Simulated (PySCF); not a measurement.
# TcO₂⁺: triplet, from a end-on start

Where does triplet TcO₂⁺ go from a end-on start, is the end point a minimum, and what are its modes, charges and moments?

The runs use PySCF 2.14.0; PBE0, basis Tc def2-TZVP with ECP28, O def2-TZVP, scalar-relativistic core potentials, no spin–orbit coupling, density fitting.

## (1) Where the work starts

3 atoms, charge 1, spin multiplicity 3.

Bond lengths: Tc1–O2 1.967 Å, O2–O3 1.445 Å. Angles: Tc1–O2–O3 119.9°.

```xyz
3
charge 1 multiplicity 3
Tc    0.0000    0.0000    0.0000
O     0.0000    0.0000    1.9673
O     1.2528    0.0000    2.6873
```

## (2) First SCF at the start

One driver script runs all steps and calls PySCF; scf.py shows how it sets up the SCF of each step. The optimiser is the driver's own. After this first run the driver tries any further starts and a stability analysis.

File scf.py:

```python
from pyscf import gto, scf, dft
mol = gto.M(atom='''
Tc     0.000000     0.000000     0.000000
O      0.000000     0.000000     1.967300
O      1.252800     0.000000     2.687300''',
    basis={'Tc': 'def2-TZVP', 'O': 'def2-TZVP'},
    ecp={'Tc': 'def2-TZVP'},
    charge=1, spin=2)
mf = dft.UKS(mol, xc='PBE0')
mf.grids.atom_grid = (50, 194)
aux = {'Tc': 'def2-universal-JKFIT', 'O': 'def2-universal-JKFIT'}
mf = mf.density_fit(auxbasis=aux)
mf.conv_tol = 1e-08
mf.diis_space = 10
mf.max_cycle = 60
mf.init_guess = 'minao'
mf.verbose = 4
mf.kernel()
```

Command:

```
OMP_NUM_THREADS=2 python axn.py task.json out
```

Standard output:

```text
init E= -223.790698998204
[... the frontier-level lines of each cycle are left out ...]
cycle= 1 E= -230.557916810876  delta_E= -6.77  |g|= 0.307  |ddm|= 2.79
cycle= 2 E= -230.375550842547  delta_E= 0.182  |g|= 0.666  |ddm|= 0.502
cycle= 3 E= -230.017019618336  delta_E= 0.359  |g|= 1.12  |ddm|= 0.875
cycle= 4 E= -230.556351877467  delta_E= -0.539  |g|= 0.305  |ddm|= 0.414
cycle= 5 E= -230.590234827507  delta_E= -0.0339  |g|= 0.223  |ddm|= 0.177
cycle= 6 E= -230.605900536889  delta_E= -0.0157  |g|= 0.143  |ddm|= 0.08
cycle= 7 E= -230.609491559712  delta_E= -0.00359  |g|= 0.135  |ddm|= 0.03
cycle= 8 E= -230.61978515711  delta_E= -0.0103  |g|= 0.114  |ddm|= 0.0946
cycle= 9 E= -230.629137442478  delta_E= -0.00935  |g|= 0.0762  |ddm|= 0.0872
cycle= 10 E= -230.637434256839  delta_E= -0.0083  |g|= 0.027  |ddm|= 0.124
cycle= 11 E= -230.64010145622  delta_E= -0.00267  |g|= 0.0144  |ddm|= 0.0981
cycle= 12 E= -230.640495344799  delta_E= -0.000394  |g|= 0.0141  |ddm|= 0.0345
cycle= 13 E= -230.640704625768  delta_E= -0.000209  |g|= 0.00588  |ddm|= 0.0197
cycle= 14 E= -230.640817316094  delta_E= -0.000113  |g|= 0.00328  |ddm|= 0.0241
cycle= 15 E= -230.640845729786  delta_E= -2.84e-05  |g|= 0.00311  |ddm|= 0.0127
cycle= 16 E= -230.640869237458  delta_E= -2.35e-05  |g|= 0.000918  |ddm|= 0.0116
cycle= 17 E= -230.640874790905  delta_E= -5.55e-06  |g|= 0.000957  |ddm|= 0.00699
cycle= 18 E= -230.640876120323  delta_E= -1.33e-06  |g|= 0.000187  |ddm|= 0.00486
cycle= 19 E= -230.640876164538  delta_E= -4.42e-08  |g|= 4.97e-05  |ddm|= 0.000561
cycle= 20 E= -230.64087617013  delta_E= -5.59e-09  |g|= 2.54e-05  |ddm|= 0.000141
Extra cycle  E= -230.64087617012  delta_E= 1.04e-11  |g|= 4.74e-05  |ddm|= 6.25e-05
converged SCF energy = -230.64087617012  <S^2> = 3.2106118  2S+1 = 3.720544
```

This step, with its further starts and checks, took 20 s on 2 threads of Arm Neoverse V2, shared host.

The starts that the driver tried:

```tsv
start	energy (Eh)
the minimal-basis guess	-230.640876
a thermally smeared density	-230.609470
a smeared PBE density	-230.646911
```

The first run landed in a state that is too high. Following the other starts and the instabilities gains 15.8 kJ/mol (-230.64691 Eh), and the work goes on from there.

## (3) Relaxation: end-on start, triplet

The program finds Cs symmetry in the start, which this walk keeps. The walk stops when the largest gradient is under 0.0003 Eh/bohr and the energy has settled too.

Changes to scf.py since step 2:

```diff
@@ -3,3 +3,3 @@
-Tc     0.000000     0.000000     0.000000
-O      0.000000     0.000000     1.967300
-O      1.252800     0.000000     2.687300''',
+Tc    -0.153085     0.000000    -0.568767
+O     -0.153085     0.000000     1.398533
+O      1.099715     0.000000     2.118533''',
@@ -16 +15,0 @@
-mf.init_guess = 'minao'
```

Steps of the walk:

```tsv
step	energy (Eh)	change (kJ/mol)	largest symmetric gradient (Eh/bohr)
0	-230.646911	0.00	0.10965
1	-230.684559	-98.85	0.02301
2	-230.685044	-100.12	0.00530
3	-230.685143	-100.38	0.00243
4	-230.685222	-100.59	0.00341
5	-230.685290	-100.76	0.00456
6	-230.685321	-100.85	0.00306
7	-230.685332	-100.88	0.00076
8	-230.685335	-100.88	0.00055
9	-230.685336	-100.89	0.00037
10	-230.685336	-100.89	0.00013
```

The walk took 30 s.

It settles in Cs symmetry, 100.9 kJ/mol below the start, after 10 steps: O–O 1.209 Å, Tc–O 1.969 Å; O–O–Tc 130.9°.

## (4) Frequencies

On the finer grid the gradient is checked again; gradients at displacements of ±0.02 bohr then give force constants and infrared intensities.

Changes to scf.py since step 3:

```diff
@@ -3,3 +3,3 @@
-Tc    -0.153085     0.000000    -0.568767
-O     -0.153085     0.000000     1.398533
-O      1.099715     0.000000     2.118533''',
+Tc    -0.163442     0.000000    -0.564584
+O      0.015435     0.000000     1.396217
+O      1.000613     0.000000     2.098054''',
@@ -10 +10 @@
-mf.grids.atom_grid = (50, 194)
+mf.grids.atom_grid = (75, 302)
@@ -13 +13 @@
-mf.conv_tol = 1e-08
+mf.conv_tol = 1e-10
```

The driver hands on the density of the step before, so the log starts near convergence.

Log of the central SCF (cycles and frontier levels):

```text
init E= -230.685348186374
[... the frontier-level lines of each cycle are left out ...]
cycle= 1 E= -230.685348186368  delta_E= 6.54e-12  |g|= 4.29e-06  |ddm|= 3.9e-06
Extra cycle  E= -230.68534818632  delta_E= 4.83e-11  |g|= 1.16e-05  |ddm|= 9.87e-06
converged SCF energy = -230.68534818632  <S^2> = 3.5765944  2S+1 = 3.9123366
```

The whole step took 71 s.

Geometry: Cs; O–O 1.210 Å, Tc–O 1.969 Å; O–O–Tc 130.7°.

Modes, for the most abundant isotopes:

| symmetry | ω (cm⁻¹) | IR (km/mol) |
| --- | --- | --- |
| a' | 149 | 2.4 |
| a' | 349 | 7.7 |
| a' | 1514 | 155 |

Every mode is real; the point is a minimum.

Properties at this point:

```
Dipole moment about the centre of mass                          : 2.45 D
Highest occupied level                                          : -11.76 eV
Lowest empty level                                              : -9.45 eV
Rotational constants                                            : 3.943, 0.1143, 0.1111 cm⁻¹
Zero-point energy                                               : 12.0 kJ/mol
Principal polarisabilities                                      : 21.4, 24.4, 59.2 bohr³
Principal traceless quadrupole moments about the centre of mass : -3.33, -1.78, 5.11 D Å
Entropy at 298.15 K and 1 bar (electronic part: spin only)      : 291.2 J/(mol K)
Heat capacity Cp at 298.15 K                                    : 48.1 J/(mol K)
Enthalpy at 298.15 K above 0 K                                  : 12.57 kJ/mol
Rotational symmetry number                                      : 1
Spin squared ⟨S²⟩                                               : 3.577
```

Populations by atom (charges in e):

```
atom  Mulliken  Löwdin  polar tensor  spin (Mulliken)  Mayer order to Tc1
 Tc1      1.00    0.83          0.76             3.69                   –
  O2     -0.09    0.04          0.36            -0.66                0.58
  O3      0.09    0.13         -0.12            -1.03                0.27
```

Outer orbital energies (eV). α occupied: -21.01, -19.60, -19.38, -14.47, -14.45, -14.19, -13.44, -13.15; empty: -9.45, -8.82, -7.90, -5.39. β occupied: -42.29, -29.88, -22.19, -21.81, -21.52, -15.00, -14.91, -11.76; empty: -8.21, -8.18, -7.97, -7.88.

Mulliken populations on Tc1 (outside its core potential): s 2.17, p 6.04, d 5.78, f 0.01.

## (5) Summary of results

```
                                          quantity                                     value
                                           minimum              broken-symmetry (Ms = 1), Cs
                                          geometry  O–O 1.210 Å, Tc–O 1.969 Å; O–O–Tc 130.7°
                                wavenumbers (cm⁻¹)             149 (a'), 349 (a'), 1514 (a')
                    dipole moment (centre of mass)                                    2.45 D
highest occupied, lowest empty level (either spin)                          -11.76, -9.45 eV
                        polar-tensor charge of Tc1                                   +0.76 e
                                 zero-point energy                               12.0 kJ/mol
                               entropy at 298.15 K                           291.2 J/(mol K)
                                              ⟨S²⟩                                     3.577
```

In words: The end-on start keeps its Cs symmetry and ends in a minimum. The determinant is spin-contaminated (⟨S²⟩ = 3.58 against 2.00), so it is no pure spin state. The strongest infrared band lies at 1514 cm⁻¹ (a'). The first SCF alone would have been 16 kJ/mol too high. Only this shape and spin were tried, so other structures or states may lie lower. Open d and f shells are described by one determinant, and the ground state may have another occupation or spin.

The search up to here took 2 min.
